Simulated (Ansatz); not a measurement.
Write a Python script for Ansatz 0.2.0, Python API that makes a comparison of norm-conserving and PAW potentials of BaAlSi, space group P-6m2. Use (first run): LDA, PAW, the default cutoff (420 eV here), 7×7×5 k-points, Gaussian smearing of 0.1 eV.

```
Ba Al Si
1.0
     4.30761    0.00000    0.00000
    -2.15381    3.73050    0.00000
     0.00000    0.00000    5.22585
Ba Al Si
1 1 1
Cartesian
  0.0000 0.0000 0.0000
  2.1538 1.2435 2.6129
  0.0000 2.4870 2.6129
```

Script `run_nc_paw.py`:
```python
"""Norm-conserving against PAW potentials for BaAlSi."""

from dataclasses import dataclass

import ansatz as az
import numpy as np
from tabulate import tabulate


@dataclass
class Settings:
    mesh: tuple[int, ...] = (7, 7, 5)
    occupations: str = "gaussian"
    xc: str = "lda"


cfg = Settings()


def count_gap(report):
    # lowest empty less highest filled band, counting bands; zero where they overlap
    return max(report.get("gap_by_band_count_ev") or 0.0, 0.0)

baalsi = (
    az.Lattice.from_parameters(4.307614, 4.307614, 5.225855, alpha=90, beta=90, gamma=120)
    .space_group(187)
    .atom("Ba", [0.0, 0.0, 0.0])
    .atom("Al", [2 / 3, 1 / 3, 0.5])
    .atom("Si", [1 / 3, 2 / 3, 0.5])
)

setup = (
    baalsi.calculation()
    .kpoints(mesh=cfg.mesh, center="gamma")
    .occupations(cfg.occupations)
    .functional(cfg.xc)
    .stress()
    .forces()
    .band_table()
)
variants = {
    "PAW": setup.pseudopotentials("paw"),
    "norm-conserving": setup.pseudopotentials("nc"),
}
# totals differ by the cores that each treatment holds, so compare what does not depend on them
rows = []
for label, variant in variants.items():
    data = variant.run().report
    levels = np.array(data["eigenvalues_ev"][0]) - data["fermi_energy_ev"]
    print(label, "levels at the first k-point near E_F:", np.round(levels[np.abs(levels) < 5], 3))
    rows.append((label, data["n_electrons"], np.trace(data["stress_gpa"]) / 3, float(np.abs(data["forces_ev_ang"]).max()), count_gap(data)))
print(tabulate(rows, headers=["treatment", "electrons in bands", "P GPa", "max force component eV/A", "gap by band count eV"], floatfmt=".4f", tablefmt="simple"))
```

```console
$ python run_nc_paw.py
DeckWarning: basis.ecutwfc = 420 eV, auto-derived from the records' recommended cutoffs: set by Ba (normal level)
PAW levels at the first k-point near E_F: [-1.396 -1.054 -1.054 -0.449  0.719  2.592  2.592  3.761]
DeckWarning: basis.ecutwfc = 770 eV, auto-derived from the records' recommended cutoffs: set by Ba (normal level)
norm-conserving levels at the first k-point near E_F: [-1.403 -1.058 -1.058 -0.449  0.71   2.595  2.595  3.761]
treatment          electrons in bands    P GPa    max force component eV/A    gap by band count eV
---------------  --------------------  -------  --------------------------  ----------------------
PAW                           17.0000  -3.0359                      0.0000                  0.0000
norm-conserving               17.0000  -3.1712                      0.0000                  0.0000
```
(Warnings from the package without file and line.)

PAW gives -3.036 GPa and norm-conserving -3.171 GPa, 0.14 GPa apart. They took 1.8 and 3.4 s of processor time.

The computed bands are complete only to about 2.3 eV above the Fermi level. For a metal this k-point mesh is coarse: on a finer one energies can move by several to tens of meV an atom and pressures by half a GPa or more, differences at one mesh by less. A gap by band count of zero or less means overlapping bands, a metal, and at an odd count of electrons it is no gap at all. This cell is a computed structure, which may not be the phase found in nature. Gaps and levels are Kohn-Sham values on a finite set of k-points, without spin-orbit coupling. Stress is positive in compression. Finished in 5.7 s on 1 thread of Intel(R) Xeon(R) Platinum 8488C (Sapphire Rapids), with other jobs on the host, peak memory 0.44 GiB.
